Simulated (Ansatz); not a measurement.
# CH₅AlBClO: a ladder of functionals and wavefunction methods

One table from this session's results is given with a row withheld; the runs are named, their logs left out.

Computed with Ansatz 0.2.0, Gaussian basis. Level: functionals in def2-TZVPP, the program's frozen cores in correlated methods.

Plan: PBE-D4, r2SCAN-D4, PBE0-D4, B3LYP-D4, ωB97X-V, ωB97M-V, B2PLYP; CCSD(T)/def2-TZVPP; MP2/def2-QZVPP; extrapolation to the limit.

## The geometry

The geometry comes from an earlier relaxation with PBE0-D4 in a triple-zeta def2 set; it is a stationary point, not always the lowest conformer.

10 atoms, charge 0, spin multiplicity 1.

Atoms are counted from 1 here; the program's logs count them from 0.

Bond lengths: O1–B2 1.352 Å, O1–H6 0.959 Å, B2–Al3 2.153 Å, B2–C4 1.600 Å, Al3–H7 1.595 Å, Al3–H8 1.595 Å, C4–Cl5 1.817 Å, C4–H9 1.091 Å, C4–H10 1.091 Å. Angles: B2–O1–H6 113.6°, O1–B2–Al3 141.5°, O1–B2–C4 114.8°, Al3–B2–C4 103.8°, B2–Al3–H7 120.8°, B2–Al3–H8 120.7°, H7–Al3–H8 118.1°, B2–C4–Cl5 104.9°, B2–C4–H9 114.6°, B2–C4–H10 114.5°, Cl5–C4–H9 106.5°, Cl5–C4–H10 106.5°, H9–C4–H10 109.0°.

The first run:

Input file in.yaml:

```yaml
crystal:
  periodic: [false, false, false]
  atoms:
    - {symbol: O, position_ang: [-1.864541, -0.800160, 0.385593]}
    - {symbol: B, position_ang: [-0.655752, -0.243634, 0.144566]}
    - {symbol: Al, position_ang: [0.361469, 1.653493, 0.176546]}
    - {symbol: C, position_ang: [0.471608, -1.271729, -0.336033]}
    - {symbol: Cl, position_ang: [1.954500, -0.252959, -0.589021]}
    - {symbol: H, position_ang: [-2.527911, -0.169262, 0.672819]}
    - {symbol: H, position_ang: [0.305500, 2.630934, -1.082861]}
    - {symbol: H, position_ang: [1.035504, 2.192647, 1.518085]}
    - {symbol: H, position_ang: [0.264528, -1.760953, -1.289365]}
    - {symbol: H, position_ang: [0.738294, -2.029579, 0.402673]}
basis:
  gaussian: {orbitals: def2-TZVPP}
hamiltonian: {xc: pbe, dispersion: d4}
output: {forces: true, orbitals: {seedname: orbitals}}
```

Command:

```sh
$ ansatz run in.yaml --threads 4 --pin off --events-out ev --progress --plain --max-ram 10444MiB
```

Steps of the session up to this table: PBE-D4 (GGA); r2SCAN-D4 (meta-GGA); PBE0-D4 (hybrid); B3LYP-D4 (hybrid); ωB97X-V (range-separated); ωB97M-V (range-separated); B2PLYP (double hybrid); CCSD(T) in def2-TZVPP; MP2 in def2-QZVPP.

One table of the session follows, with a row left open; its other results are not shown here.

It belongs to the step «Atomisation energies». 

| method | atomisation energy (eV) |
| --- | --- |
| PBE-D4 | 36.003 |
| r2SCAN-D4 | 35.606 |
| PBE0-D4 | 35.415 |
| B3LYP-D4 | 35.227 |
| ωB97X-V | 35.481 |
| ωB97M-V | 35.540 |
| B2PLYP | 34.867 |
| HF/def2-TZVPP | 26.015 |
| MP2/def2-TZVPP | 35.082 |
| CCSD/def2-TZVPP | ? |
| CCSD(T)/def2-TZVPP | 34.390 |
| MP2/CBS | 36.007 |
| CCSD(T)/CBS | 35.315 |

Q: Estimate the row for CCSD/def2-TZVPP from the others.

The run gave: atomisation energy (eV): 33.837. In the column «atomisation energy (eV)» it lies between HF/def2-TZVPP (26.015) and CCSD(T)/def2-TZVPP (34.390).
